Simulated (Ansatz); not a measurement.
# AgB2: the cost of one run

All numbers are computed with the Python package of Ansatz 0.2.0. The levels of theory stand in the script.

## (1) The structure

Symmetry: P6/mmm, No. 191, hexagonal system. The conventional cell has a = 3.027 Å, b = 3.027 Å, c = 4.064 Å, α = 90.00°, β = 90.00°, γ = 120.00°. Around Ag (site symmetry 6/mmm) lie 12 B at 2.68 Å and 6 Ag at 3.03 Å. Around B (site symmetry -6m2) lie 3 B at 1.75 Å.

agb2.xyz, read by the script:

```xyz
3
Lattice="3.02680393 0.0 0.0 -1.51340197 2.6212891 0.0 0.0 0.0 4.063922" Properties=species:S:1:pos:R:3 pbc="T T T"
Ag    0.00000000    0.00000000    0.00000000
B    -0.00000002    1.74752607    2.03196100
B     1.51340198    0.87376302    2.03196100
```

## (2) The code

The input, xc_agb2.py:

```python
"""Functional comparison for AgB2 (totals differ with the potentials too)."""

import csv
import warnings

import ansatz


def main() -> None:
    warnings.simplefilter("ignore", ansatz.DeckWarning)

    structure = ansatz.Crystal.from_extxyz("agb2.xyz")

    calculation = (
        structure.calculation()
        .kpoints(mesh=(10, 10, 7))
        .occupations("cold")  # the run then minimises F = E - TS
        .stress()
    )

    rows = []
    for value in ["lda", "blyp", "rpbe", "r2scan"]:
        rep = calculation.functional(value).run().report
        rows.append((value, rep["free_energy_ev"] / len(rep["lattice"]["sites"]), rep["n_iterations"], sum(rep["stress_gpa"][i][i] for i in range(3)) / 3, rep["n_kpoints"]))

    with open("xc.csv", "w", newline="") as handle:
        writer = csv.writer(handle)
        writer.writerow(["functional", "F/atom (eV)", "iterations", "P (GPa)", "k-points"])
        writer.writerows([round(v, 5) if isinstance(v, float) else v for v in row] for row in rows)
    print(open("xc.csv").read())


if __name__ == "__main__":
    main()
```

## (3) The input behind the calls

The package turns the script's settings into the engine's input (first run):

```yaml
crystal:
  lattice:
    - [3.02680393, 0.0, 0.0]
    - [-1.51340197, 2.6212891, 0.0]
    - [0.0, 0.0, 4.063922]
  atoms:
    - { symbol: Ag, position: [0.0, 0.0, 0.0] }
    - { symbol: B, position: [0.3333333284627947, 0.6666666679383056, 0.5] }
    - { symbol: B, position: [0.666666669629747, 0.3333333282467775, 0.5] }
kpoints:
  mp_grid:
    grid: [10, 10, 7]
hamiltonian:
  xc: lda
scf:
  occupations:
    method: cold
output:
  stress: true
```

## (4) Running it

Command:

```console
> python xc_agb2.py
```

**Question.** How long does this script take on 1 thread of Arm Neoverse V1, shared host, and how much memory does it need?

About 11 s, with a peak of 0.46 GiB.
